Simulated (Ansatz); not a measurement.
Write a Python script for Ansatz 0.2.0, Python API that makes the orbital character of the bands of K3Hg, space group Fm-3m. Level of theory: PBEsol, PAW, cutoff 420 eV, 4×4×4 k-points, Methfessel-Paxton smearing of 0.1 eV.

```
K Hg
1.0
     0.00000    4.57719    4.57719
     4.57719    0.00000    4.57719
     4.57719    4.57719    0.00000
K Hg
3 1
Direct
  0.25000 0.25000 0.25000
  0.75000 0.75000 0.75000
  0.50000 0.50000 0.50000
  0.00000 0.00000 0.00000
```

`fatbands_k3hg.py`:
```python
'''Orbital character of the bands of K3Hg.'''

from pathlib import Path
import warnings

import ansatz as az
import numpy as np
import pandas as pd

SETTINGS = {
    'cutoff': 420,
    'k_spacing': 0.32,
    'occupations': 'Methfessel-Paxton',
}

warnings.simplefilter('ignore', az.DeckWarning)

vectors = np.array([
    [0.0, 4.577189, 4.577189],
    [4.577189, 0.0, 4.577189],
    [4.577189, 4.577189, 0.0],
])
structure = (
    az.Lattice.of(vectors)
    .atom('K', (0.25, 0.25, 0.25))
    .atom('K', (0.75, 0.75, 0.75))
    .atom('K', (0.5, 0.5, 0.5))
    .atom('Hg', (0.0, 0.0, 0.0))
)

points = {'K': (0.375, 0.375, 0.75), 'G': (0.0, 0.0, 0.0), 'L': (0.5, 0.5, 0.5), 'W': (0.5, 0.25, 0.75), 'X': (0.5, 0.0, 0.5)}
calculation = structure.calculation()
calculation = calculation.functional(az.Functional.PBESOL).basis(SETTINGS['cutoff'])
calculation = calculation.kpoints(spacing=SETTINGS['k_spacing']).occupations(SETTINGS['occupations'])
calculation = calculation.band_structure(list(points.values()), intervals=1)
calculation = calculation.fat_bands()
session = calculation.session()
planned = session.plan(threads=1)
res = planned.execute()
rep = res.report
file = Path(res.write_results('results')) / 'fatbands.tsv'
names = file.read_text().splitlines()[0].lstrip('# ').split('\t')
table = pd.read_csv(file, sep='\t', comment='#', names=names)
near = table[table.e_minus_ef.abs() < 4]
for ik, label in enumerate(points):
    print(label)
    for _, row in near[near.ik == ik].iterrows():
        main = row[names[4:]].astype(float).nlargest(2)
        print(f'   band {int(row.band):3d} {row.e_minus_ef:7.3f} eV  ' + ', '.join(f'{k} {v:.2f}' for k, v in main.items()))
```

```console
$ python fatbands_k3hg.py
K
   band  22  -0.660 eV  k0_l0_4S 0.46, k1_l0_4S 0.46
   band  23  -0.466 eV  k2_l0_4S 0.51, k0_l0_4S 0.20
   band  24   0.649 eV  k0_l1_3P 0.00, k1_l1_3P 0.00
   band  25   1.008 eV  k2_l0_4S 0.41, k0_l0_4S 0.20
   band  26   2.322 eV  k0_l0_4S 0.01, k1_l0_4S 0.01
   band  27   3.044 eV  hg3_l2_5D 0.00, k0_l1_3P 0.00
   band  28   3.125 eV  hg3_l2_5D 0.00, k2_l1_3P 0.00
G
   band  22   0.321 eV  hg3_l0_6S 0.45, k2_l0_4S 0.25
   band  23   0.980 eV  k2_l1_3P 0.00, k0_l1_3P 0.00
   band  24   0.980 eV  k2_l1_3P 0.00, k0_l1_3P 0.00
   band  25   0.980 eV  k2_l1_3P 0.00, k0_l1_3P 0.00
   band  26   2.289 eV  hg3_l2_5D 0.00, k0_l0_3S 0.00
   band  27   2.289 eV  hg3_l2_5D 0.00, k0_l0_3S 0.00
   band  28   2.588 eV  hg3_l2_5D 0.00, k0_l1_3P 0.00
L
   band  22  -1.248 eV  k2_l0_4S 0.45, k0_l0_4S 0.25
   band  23   0.780 eV  k0_l1_3P 0.00, k1_l1_3P 0.00
   band  24   0.780 eV  k0_l1_3P 0.00, k1_l1_3P 0.00
   band  25   1.467 eV  k0_l0_4S 0.38, k1_l0_4S 0.38
   band  26   2.347 eV  hg3_l2_5D 0.00, k2_l1_3P 0.00
   band  27   2.347 eV  hg3_l2_5D 0.00, k2_l1_3P 0.00
   band  28   2.497 eV  k2_l0_4S 0.32, k0_l0_4S 0.12
W
   band  22  -0.424 eV  k0_l0_4S 0.45, k1_l0_4S 0.45
   band  23  -0.424 eV  k0_l0_4S 0.45, k1_l0_4S 0.45
   band  24  -0.137 eV  k2_l0_4S 0.88, k0_l1_3P 0.01
   band  25   1.730 eV  k2_l0_4S 0.07, hg3_l2_5D 0.00
   band  26   2.597 eV  k0_l0_4S 0.00, k1_l0_4S 0.00
   band  27   2.597 eV  k0_l0_4S 0.00, k1_l0_4S 0.00
   band  28   2.625 eV  hg3_l0_6S 0.00, hg3_l2_5D 0.00
X
   band  22  -0.902 eV  k0_l0_4S 0.47, k1_l0_4S 0.47
   band  23   0.478 eV  k2_l0_4S 0.89, hg3_l0_6S 0.03
   band  24   0.598 eV  k0_l1_3P 0.00, k1_l1_3P 0.00
   band  25   0.598 eV  k0_l1_3P 0.00, k1_l1_3P 0.00
   band  26   1.249 eV  k0_l0_4S 0.41, k1_l0_4S 0.41
   band  27   3.375 eV  k0_l0_3S 0.00, k0_l0_4S 0.00
   band  28   3.725 eV  hg3_l2_5D 0.00, k0_l1_3P 0.00
```

Reading the output:
- The computed bands are complete only to about 2.5 eV above the Fermi level.
- The mesh is modest for a metal, so energies can be off by several to tens of meV an atom and pressures by half a GPa or more; differences at equal mesh fare better.
- This cell is a computed structure, which may not be the phase found in nature.
- Levels are Kohn-Sham eigenvalues on this mesh, without spin-orbit coupling.
- Energies are less the Fermi level and bands count from 0. Only the largest channels are printed, equivalent atoms hold more, and in degenerate sets the split between sites is arbitrary; shells that the potentials lack have no channel.
- Hardware and time: 3 s on 1 thread of Arm Neoverse V2, with other jobs on the host, peak memory 0.48 GiB.

(Lines on the test bed's own set-up are left out of the output.)
